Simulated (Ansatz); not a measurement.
# CoHCl2 (triplet): wave-function methods side by side, def2-SVP

One table from this session's results is given with a row withheld; the runs are named, their logs left out.

Program: Ansatz 0.2.0, Gaussian basis. Level of theory: def2-SVP, core rule «outside noble gas», up to 19 orbitals frozen. These are calculated values, not measurements.

The runs, in order: UHF; CCSD(T) on ROHF; CCSD(T) on UHF; CISD as a restricted active space (open shells left free, so some higher excitations enter); CCSDT(Q) on ROHF; CCSDT(Q) on UHF.

10 further runs of the same task are left out: 2 for a known fault of the program, 3 that didn't finish, 5 set aside as unsound or not needed. Runs told in other sessions of the task aren't counted.

## The geometry

The geometry is a PBE0/def2-TZVP stationary point (not a proven minimum) of the parent state, kept for this charge and spin.

4 atoms, charge 0, spin multiplicity 3.

Atoms are counted from 1 here; the program's logs count them from 0.

Bond lengths: Co1–Cl2 2.096 Å, Co1–Cl3 2.096 Å, Co1–H4 1.626 Å. Angles: Cl2–Co1–Cl3 128.9°, Cl2–Co1–H4 115.6°, Cl3–Co1–H4 115.6°.

The first run:

The input, in.yaml:

```yaml
crystal:
  periodic: [false, false, false]
  atoms:
    - {symbol: Co, position_ang: [0.000000, -0.477587, 0.000000]}
    - {symbol: Cl, position_ang: [0.000000, 0.426851, -1.890817]}
    - {symbol: Cl, position_ang: [0.000000, 0.426851, 1.890817]}
    - {symbol: H, position_ang: [0.000000, -2.103857, 0.000000]}
basis:
  gaussian: {orbitals: def2-SVP}
magnetization: {spin_polarized: true, initial_magnetization: 2}
hamiltonian: {xc: hf}
output: {orbitals: {seedname: orbitals}}
```

The run is started by

```bash
$ ansatz run in.yaml --threads 1 --pin off --events-out ev --progress --plain --max-ram 4096MiB --backend cpu
```

Steps of the session up to this table: UHF; CCSD(T) on ROHF; CCSD(T) on UHF; CISD as a restricted active space (open shells left free, so some higher excitations enter); CCSDT(Q) on ROHF; CCSDT(Q) on UHF.

One of the session's tables, all rows but one given; the rest of the session is left out.

| method | from RCCSDT(Q) (kJ/mol) |
| --- | --- |
| RMP2 | +178.3 |
| UMP2 | +188.4 |
| CISD | +313.3 |
| RCCSD | +70.0 |
| UCCSD | +56.7 |
| RCCSD(T) | ? |
| UCCSD(T) | +11.8 |
| RCCSDT | +8.3 |
| UCCSDT | +0.6 |
| RCCSDT(Q) | 0 |
| UCCSDT(Q) | -7.5 |

**Question.** Estimate the row for RCCSD(T).

The run gave: from RCCSDT(Q) (kJ/mol): +12.9. In the column «from RCCSDT(Q) (kJ/mol)» it lies between UCCSD(T) (+11.8) and UCCSD (+56.7).

Left out of the table: ROHF, UHF (another determinant or state than the rows shown).

Caveats from the session: The determinant of HF (⟨S²⟩ 2.86) is far from a pure spin state, so its energy mixes those of several spin states; that is harmless only where they are near-degenerate. The determinant of CCSD(T) (⟨S²⟩ 2.85) is far from a pure spin state, so its energy mixes those of several spin states; high orders of coupled cluster remove much of that, low ones don't. The determinant of CCSDT(Q) (⟨S²⟩ 2.85) is far from a pure spin state, so its energy mixes those of several spin states; high orders of coupled cluster remove much of that, low ones don't. Warnings: spin contamination; coupled cluster took another determinant than the lowest; large T1 diagnostic. Restricted and unrestricted rows rest on different reference determinants; a gap between their highest levels can come from leftover correlation error, from unlike frozen cores or from another state.
